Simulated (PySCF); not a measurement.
# SnS+: from the state search to spectroscopic constants

The task here is to estimate one member of a computed series from the others.

Method: Sn cc-pVDZ-PP with ECP28, S cc-pV(D+d)Z, scalar-relativistic core potentials; program: PySCF 2.14.0.

Set-up of the first run:

Settings of the job:

* atoms: Sn, S
* charge: 1
* basis: Sn cc-pVDZ-PP with ECP28, S cc-pV(D+d)Z
* Hamiltonian: scalar-relativistic core potentials
* basis functions: 46
* electrons treated: 37
* masses in u: 119.9022, 31.9721
* levels: PBE0, PBE, r²SCAN, revPBE, B97-3, TPSS, HF, MP2, SCS-MP2, CCSD, CCSD(T)
* grid: 80 radial by 434 angular points
* occupations: held fixed by the projection of orbital angular momentum
* dissociation limit: Sn+ + S, each in its ground configuration
* starting distance in angstrom: 2.435
* values of 2S to try: 1, 3

On the command line:

```sh
$ OMP_NUM_THREADS=1 python dia.py task.json out
```

Among the steps run: Input; The PBE0 curve of the state that the search chose; Excited determinants; PBE (GGA); r²SCAN (meta-GGA); revPBE (GGA); B97-3 (global hybrid GGA); TPSS; UHF; Correlated methods on the Hartree–Fock reference.

One of the session's tables, all rows but one given; the rest of the session is left out.

Energy (eV) from each level's lowest point:

| R (Å) | UHF | UHF-MP2 | UHF-SCS-MP2 | UHF-CCSD | UHF-CCSD(T) |
| --- | --- | --- | --- | --- | --- |
| 2.061 | 1.169 | 1.203 | 1.226 | n/a | n/a |
| 2.157 | 0.500 | 0.525 | 0.542 | 0.550 | 0.580 |
| 2.253 | 0.143 | 0.158 | 0.168 | 0.174 | 0.193 |
| 2.325 | ? | ? | ? | ? | ? |
| 2.397 | 0.000 | 0.000 | 0.000 | 0.000 | 0.000 |
| 2.469 | 0.048 | 0.041 | 0.036 | 0.031 | 0.020 |
| 2.565 | 0.192 | 0.178 | 0.166 | 0.152 | 0.126 |
| 2.685 | 0.456 | 0.445 | 0.425 | 0.388 | 0.343 |
| 2.829 | 0.816 | 0.944 | 0.919 | 0.734 | 0.674 |
| 3.020 | 1.149 | 1.686 | 1.649 | n/a | n/a |

Estimate the missing values for R (Å) = 2.325.

Worked estimate for «UHF». A straight line through the neighbours (2.253, 0.143) and (2.397, 0.000) gives 0.143 + (0.000 − 0.143) × (2.325 − 2.253) / (2.397 − 2.253) = 0.071; a parabola fitted to 4 rows on both sides gives 0.019.

The run gave: UHF: 0.024; UHF-MP2: 0.032; UHF-SCS-MP2: 0.037; UHF-CCSD: 0.040; UHF-CCSD(T): 0.050. In «UHF» the line misses by +0.047 and the parabola by -0.005.
